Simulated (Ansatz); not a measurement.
**F2H2NSV: basis-set convergence**

The task here is to estimate one member of a computed series from the others.

Computed with Ansatz 0.2.0, Gaussian basis. Level: one geometry, several basis sets.

The runs, in order: PBE0-D4/def2-SVP; ωB97M-V/def2-SVP; PBE0-D4/def2-QZVPP; ωB97M-V/def2-QZVPP; the functionals' def2-TZVPP values are taken from earlier runs.

### The geometry

All runs share one geometry, relaxed beforehand with PBE0-D4 in a triple-zeta def2 set.

SMILES `[NH2][V]([F])([F])=[S]`, 7 atoms, charge 0, spin multiplicity 1.

Atoms are counted from 1 here; the program's logs count them from 0.

Bond lengths: N1–V2 1.795 Å, N1–H6 1.008 Å, N1–H7 1.014 Å, V2–F3 1.727 Å, V2–F4 1.727 Å, V2–S5 1.990 Å. Angles: V2–N1–H6 128.4°, V2–N1–H7 119.0°, H6–N1–H7 112.6°, N1–V2–F3 109.6°, N1–V2–F4 109.6°, N1–V2–S5 105.0°, F3–V2–F4 108.8°, F3–V2–S5 111.9°, F4–V2–S5 111.9°.

The first run:

The input, in.yaml:

```yaml
crystal:
  periodic: [false, false, false]
  atoms:
    - {symbol: N, position_ang: [-0.554045, 0.850399, 0.401226]}
    - {symbol: V, position_ang: [0.328252, -0.571297, -0.248416]}
    - {symbol: F, position_ang: [0.628837, -1.698850, 1.025189]}
    - {symbol: F, position_ang: [-0.629287, -1.343522, -1.461092]}
    - {symbol: S, position_ang: [2.016949, 0.167839, -0.997303]}
    - {symbol: H, position_ang: [-0.271819, 1.817593, 0.396556]}
    - {symbol: H, position_ang: [-1.457787, 0.709637, 0.838340]}
basis:
  gaussian: {orbitals: def2-SVP}
hamiltonian: {xc: pbe0, dispersion: d4}
output: {orbitals: {seedname: orbitals}}
```

Command:

```bash
$ ansatz run in.yaml --threads 4 --pin off --events-out ev --progress --plain --max-ram 10444MiB
```

Among the steps run: PBE0-D4 in def2-SVP; ωB97M-V in def2-SVP; PBE0-D4 in def2-QZVPP; ωB97M-V in def2-QZVPP.

One of the session's tables, all rows but one given; the rest of the session is left out.

It belongs to the step «Functionals by basis». 

| functional | basis | HOMO (eV) | LUMO (eV) |
| --- | --- | --- | --- |
| PBE0-D4 | def2-SVP | -8.27 | -3.42 |
| PBE0-D4 | def2-TZVPP | -8.36 | -3.46 |
| PBE0-D4 | def2-QZVPP | -8.37 | -3.47 |
| ωB97M-V | def2-SVP | ? | ? |
| ωB97M-V | def2-TZVPP | -10.52 | -1.27 |
| ωB97M-V | def2-QZVPP | -10.53 | -1.31 |

Estimate the missing values for ωB97M-V, def2-SVP.

The run gave: HOMO (eV): -10.39; LUMO (eV): -1.18. In the column «HOMO (eV)» it lies between ωB97M-V, def2-TZVPP (-10.52) and PBE0-D4, def2-QZVPP (-8.37).
